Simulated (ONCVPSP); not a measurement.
# Pseudopotential generation for Cu: ONCV, PBE

Task: generate the file, and judge it by its errors in other configurations, its logarithmic derivatives, its ghosts and its cutoff.

The numbers are computed with ONCVPSP 4.0.1.1 (patched build) (PBE, scalar-relativistic, spin-unpolarised reference atom).

### 1 Starting point

The settings as typed:

```
element                 : copper (Cu, Z = 29)
type                    : optimised norm-conserving Vanderbilt (ONCV)
frozen core             : [Ne]
valence charge          : 19
reference configuration : 3s2 3p6 3d10 (charge +1)
partial waves           : 3s: rc 0.70 bohr, ncon 5, nbas 9, qcut 9.4 1/bohr, 2 projectors, debl 3.2 Ha; 3p: rc 1.00 bohr, ncon 5, nbas 8, qcut 12.9 1/bohr, 3 projectors, debl 3.5 Ha; 3d: rc 0.75 bohr, ncon 3, nbas 7, qcut 11.5 1/bohr, 2 projectors, debl 0.7 Ha
local potential         : polynomial inside 0.65 bohr (lpopt 5, dvloc0 -1 Ha)
core correction         : polynomial model core, fcfact 0.6
```

The outer shells as boxes (Hund's rule for the drawing; the calculation is spin-unpolarised):

```
[Ne] core
3s [↑↓]
3p [↑↓][↑↓][↑↓]
3d [↑↓][↑↓][↑↓][↑↓][↑↓]
```

The nodes and maxima of the atom's own shells, from an earlier all-electron run, set the scale for the radii.

All-electron outer shells of the reference configuration (PBE, scalar-relativistic, ld1.x):

```json
{"shell": "3s", "level (eV)": "-123.32", "outermost node (bohr)": "0.29", "outermost maximum (bohr)": "0.61"}
{"shell": "3p", "level (eV)": "-80.79", "outermost node (bohr)": "0.26", "outermost maximum (bohr)": "0.62"}
{"shell": "3d", "level (eV)": "-13.66", "outermost node (bohr)": "–", "outermost maximum (bohr)": "0.60"}
{"shell": "4s", "level (eV)": "-11.89", "outermost node (bohr)": "0.89", "outermost maximum (bohr)": "2.13"}
{"shell": "4p", "level (eV)": "-6.55", "outermost node (bohr)": "0.97", "outermost maximum (bohr)": "2.81"}
```

### 2 The generation run

Cu.dat reads:

```
# ATOM AND REFERENCE CONFIGURATION
# atsym  z   nc   nv     iexc    psfile
  Cu 29.00    3    3        4      upf
#
#   n    l    f
    1    0    2.00
    2    0    2.00
    2    1    6.00
    3    0    2.00
    3    1    6.00
    3    2   10.00
#
# PSEUDOPOTENTIAL AND OPTIMIZATION
# lmax
    2
#
#   l,   rc,      ep,       ncon, nbas, qcut
    0    0.70    0.00    5    9    9.40
    1    1.00    0.00    5    8   12.90
    2    0.75    0.00    3    7   11.50
#
# LOCAL POTENTIAL
# lloc, lpopt,  rc(5),   dvloc0
    4    5    0.65   -1.00
#
# VANDERBILT-KLEINMAN-BYLANDER PROJECTORs
# l, nproj, debl
    0    2    3.20
    1    3    3.50
    2    2    0.70
#
# MODEL CORE CHARGE
# icmod, fcfact, rcfact
    1    0.60    0.00
#
# LOG DERIVATIVE ANALYSIS
# epsh1, epsh2, depsh
   -6.00    5.00    0.04
#
# OUTPUT GRID
# rlmax, drl
    6.00    0.01
#
# TEST CONFIGURATIONS
# ncnf
    4
# nvcnf
#   n    l    f
    4
    3    0    2.00
    3    1    6.00
    3    2   10.00
    4    0    1.00
#
    3
    3    0    2.00
    3    1    6.00
    3    2    9.00
#
    3
    3    0    2.00
    3    1    6.00
    3    2    8.00
#
    4
    3    0    2.00
    3    1    6.00
    3    2    9.00
    4    0    1.00
#
```

Command:

```bash
$ oncvpsp.x < Cu.dat > Cu.out
```

**Question.** What will these runs give? Wanted: cutoffs; bound ghosts; GHOST(+) flags; largest miss of a reference level; largest test error; largest phase difference near zero energy, channels read; rms error of d²Exc/dn², without and with the model core; projector energies reset by the program.

The runs gave:

| quantity | value |
| --- | --- |
| cutoffs | not determined |
| bound ghosts | none found |
| GHOST(+) flags | s at 667 eV, d at 3201 eV |
| largest miss of a reference level | 24 meV (3d) |
| largest test error (AE − PS) | -84 meV, for 3s2 3p6 3d8 |
| largest phase difference near zero energy, channels read | 0.001 rad |
| rms error of d²Exc/dn², without and with the model core | 2.05 and 1.67 mHa |
| projector energies reset by the program | s: -4.532, 0.250 Ha |

In words: By total energies transferability is fair: the largest error is 84 meV on 60.4 eV, for 3s2 3p6 3d8. That test lies far up in energy; among those under 40 eV, nearer to bonding, the largest error is 35 meV. The program's ghost test flags no bound state. Near zero energy the phases of the channels with partial waves agree within 0.001 rad. The program also flags highly localised states, GHOST(+) (s, d).
